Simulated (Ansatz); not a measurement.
## C2H3ClGe, SMILES C#[C][GeH2][Cl]: harmonic frequencies at the relaxed geometry, step by step

Program: Ansatz's Python interface.

The cells in order, each with its output:

In [1]:
```python
import itertools

import ansatz as az
from ase.data import atomic_numbers, covalent_radii
import numpy as np
```

In [2]:
```python
GEOMETRY = """
C     1.24890   -1.51800    0.76000
C     0.51620   -0.57730    0.32090
Ge   -0.58250    0.83870   -0.36240
Cl   -2.22970    0.02440   -1.31820
H     1.79990   -2.26940    1.10490
H    -0.98640    1.77020    0.82090
H     0.29480    1.66330   -1.37180
"""
```

In [3]:
```python
geometry = az.Crystal.molecule()
for line in GEOMETRY.strip().splitlines():
    symbol, *xyz = line.split()
    geometry = geometry.atom(symbol, [float(v) for v in xyz])
```

In [4]:
```python
setup = geometry.calculation()
setup = setup.basis(gaussian="def2-SVP").functional("r2scan")
symbols = [site.symbol for site in geometry.cartesian_sites]
start = np.array([site.position_ang for site in geometry.cartesian_sites], dtype=float)
r = setup.relax(force_tolerance=0.003).run(threads=1, backend="cpu").report
end = np.array(r["positions_ang"])
```

In [5]:
```python
# pairs closer than 1.2 times the sum of covalent radii, before or after
radius = [covalent_radii[atomic_numbers[s]] for s in symbols]
span = lambda where, i, j: np.linalg.norm(where[i] - where[j])
bonded = [(i, j) for i, j in itertools.combinations(range(len(symbols)), 2) if min(span(start, i, j), span(end, i, j)) < 1.2 * (radius[i] + radius[j])]
print("pair        before    after (A)")
for i, j in bonded:
    print(f"{symbols[i]}{i}-{symbols[j]}{j}".ljust(10), f"{span(start, i, j):8.4f} {span(end, i, j):8.4f}")
```
```text
pair        before    after (A)
C0-C1        1.2707   1.2198
C0-H4        0.9936   1.0761
C1-Ge2       1.9181   1.8905
Ge2-Cl3      2.0712   2.1654
Ge2-H5       1.5592   1.5285
Ge2-H6       1.5711   1.5285
```

In [6]:
```python
# frequencies need a stationary point, so they are taken at the relaxed geometry
minimum = az.Crystal.molecule()
for symbol, place in zip(symbols, end):
    minimum = minimum.atom(symbol, place.tolist())
vibrating = (
    minimum.calculation()
    .basis(gaussian="def2-SVP")
    .functional("r2scan")
    .phonons(temperatures=(200, 600, 100))
)
vib = vibrating.run(threads=1, backend="cpu").report["vibrations"]
sums = vib["harmonic_sums"]
modes = [m["omega_inv_cm"] for m in sums["modes_at_gamma"] if m["rigid_motion"] == "no"]
print("frequencies (1/cm):", " ".join(f"{w:.0f}" for w in modes))
print("imaginary modes:", sum(w < 0 for w in modes), " zero-point energy:", round(sums["zero_point_energy_ev"], 4), "eV")
print("T (K)   F_vib (eV)   S_vib (meV/K)   C_vib (meV/K)")
for row in zip(sums["temperatures_k"], sums["vibrational_free_energy_ev"], vib["entropy_ev_per_k"], vib["heat_capacity_ev_per_k"]):
    print(f"{row[0]:6.1f} {row[1]:11.4f} {1000 * row[2]:13.4f} {1000 * row[3]:15.4f}")
```
```text
frequencies (1/cm): 105 213 302 423 529 538 682 716 729 792 868 2136 2188 2193 3457
imaginary modes: 0  zero-point energy: 0.9839 eV
T (K)   F_vib (eV)   S_vib (meV/K)   C_vib (meV/K)
 200.0      0.9646        0.2529          0.3691
 300.0      0.9300        0.4411          0.5612
 400.0      0.8767        0.6217          0.6917
 500.0      0.8062        0.7863          0.7826
 600.0      0.7200        0.9354          0.8521
```

The frequencies are harmonic and unscaled, in a modest basis. The result belongs to the one conformer reached from this start, and soft torsions count as harmonic oscillators. It ran for 2.4 min on 1 thread of Arm Neoverse V2, with other jobs on the host, peak memory 0.22 GiB.

(Lines on the test bed's own set-up are left out of the output.)
